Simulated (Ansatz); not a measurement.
# FGeH3N: the cost of one run

Method: UKS r2SCAN/def2-SVP, in Ansatz 0.2.0.

### Step 1. The starting structure

Bond lengths: N1–Ge2 1.818 Å, Ge2–F3 1.739 Å, N1–H4 1.079 Å, N1–H5 1.045 Å, Ge2–H6 1.567 Å. Angles: N1–Ge2–F3 107.2°, N1–Ge2–H6 109.6°, F3–Ge2–H6 110.6°, Ge2–N1–H4 105.1°, Ge2–N1–H5 110.9°, H4–N1–H5 101.4°.

Structure file:

```xyz
6

N    -0.8263   -0.0159   -0.6384
Ge    0.1678   -0.3080    0.8553
F     1.0714   -1.7704    0.5930
H    -1.2925    0.9450   -0.4827
H    -0.2133    0.1832   -1.4616
H     1.1350    0.9022    1.0881
```

### Step 2. End point A

input.yaml reads:

```yaml
crystal:
  periodic: [false, false, false]
  atoms:
    - { symbol: "N", position_ang: [-0.8263, -0.0159, -0.6384] }
    - { symbol: Ge, position_ang: [0.1678, -0.308, 0.8553] }
    - { symbol: F, position_ang: [1.0714, -1.7704, 0.593] }
    - { symbol: H, position_ang: [-1.2925, 0.945, -0.4827] }
    - { symbol: H, position_ang: [-0.2133, 0.1832, -1.4616] }
    - { symbol: H, position_ang: [1.135, 0.9022, 1.0881] }
magnetization:
  spin_polarized: true
  initial_magnetization: 1
basis:
  gaussian: { orbitals: def2-SVP }
hamiltonian:
  xc: r2scan
relax:
  f_tol: 0.015
  max_steps: 40
output:
  orbitals: {}
```

Run with:

```console
$ ansatz run input.yaml --threads 2 --pin off --max-ram 3072MiB --backend cpu --events-out ev --progress --plain --runs-dir out
```

What time and memory should one allow on 2 threads of Intel Xeon at 2.80GHz (Skylake/Cascade Lake), shared host?

About 28 s, with a peak of 0.21 GiB.
